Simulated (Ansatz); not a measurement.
This script drives Ansatz's Python interface.

`run_formation.py`
```python
from collections import Counter
import warnings

import ansatz as az
import numpy as np
import pandas as pd

PHASES = {
    'SrMg3': (
        [[3.568682, 0.0, 0.0], [-1.784341, 3.090569, 0.0], [0.0, 0.0, 10.942393]],
        [
            ('Sr', [2 / 3, 1 / 3, 0.5]),
            ('Mg', [2 / 3, 1 / 3, 0.0]),
            ('Mg', [0.0, 0.0, 0.22818]),
            ('Mg', [0.0, 0.0, 0.77182]),
        ],
    ),
    'Sr': (
        [[0.0, 3.04235, 3.04235], [3.04235, 0.0, 3.04235], [3.04235, 3.04235, 0.0]],
        [
            ('Sr', [0.0, 0.0, 0.0]),
        ],
    ),
    'Mg': (
        [[3.2093, 0.0, 0.0], [-1.60465, 2.779335, 0.0], [0.0, 0.0, 5.2103]],
        [
            ('Mg', [1 / 3, 2 / 3, 0.25]),
            ('Mg', [2 / 3, 1 / 3, 0.75]),
        ],
    ),
}


def build(vectors, sites):
    crystal = az.Crystal(lattice=az.Lattice.of(vectors))
    for symbol, position in sites:
        crystal = crystal.atom(symbol, position)
    return crystal


def compute(name, crystal):
    calc = (
        crystal.calculation()
        .functional('pbesol')
        .basis(450)
        .kpoints(spacing=0.33)
        .occupations('fermi_dirac', width=0.1)
        .stress()
    )
    calc = calc.relax(force_tolerance=0.03, cell=True)
    return calc.run(threads=1, pin='off')


def counts(outcome):
    return Counter(site.symbol for site in outcome.lattice.sites)

def formation_energy(outcome, mu):
    n = counts(outcome)
    return (outcome.report['energy_sigma0_ev'] - sum(k * mu[element] for element, k in n.items())) / sum(n.values())


def volume_per_atom(outcome):
    return abs(np.linalg.det(outcome.lattice.cell_ang)) / len(outcome.lattice.sites)

warnings.simplefilter('ignore', az.DeckWarning)

phases = {name: build(*cell) for name, cell in PHASES.items()}

done = {name: compute(name, crystal) for name, crystal in phases.items()}

references = {'Sr': 'Sr', 'Mg': 'Mg'}
mu = {element: done[name].report['energy_sigma0_ev'] / len(done[name].lattice.sites) for element, name in references.items()}

target = done['SrMg3']
heat = formation_energy(target, mu)
rows = [(name, len(o.lattice.sites), volume_per_atom(o), formation_energy(o, mu)) for name, o in done.items()]
print(pd.DataFrame(rows, columns=['phase', 'atoms', 'V (A^3/atom)', 'E_form (eV/atom)']).round(4).to_string(index=False))
```

It is started by `python run_formation.py`. How long does it take on 1 thread of Arm Neoverse V2, with other jobs on the host, and how much memory does it need?

It took about 23 s, with a peak of 0.45 GiB, for 3 runs of the engine.

```console
$ python run_formation.py
phase  atoms  V (A^3/atom)  E_form (eV/atom)
SrMg3      4       28.6525              0.16
   Sr      1       52.3414              0.00
   Mg      2       22.6731              0.00
```

What to keep in mind:
- For the metals among these phases the mesh is modest: differences between phases can be off by up to 40 meV an atom.
- The cells come from databases of deposited and of computed structures, and not all need be stable phases.
- The compound is the structure given, not necessarily its lowest; energies are at zero temperature, with no correction for gases. A semilocal functional's error on such energies is often 0.05 to 0.1 eV an atom, and 0.1 to 0.3 eV against gases such as O2 or F2.

(Lines on the test bed's own set-up are left out of the output.)
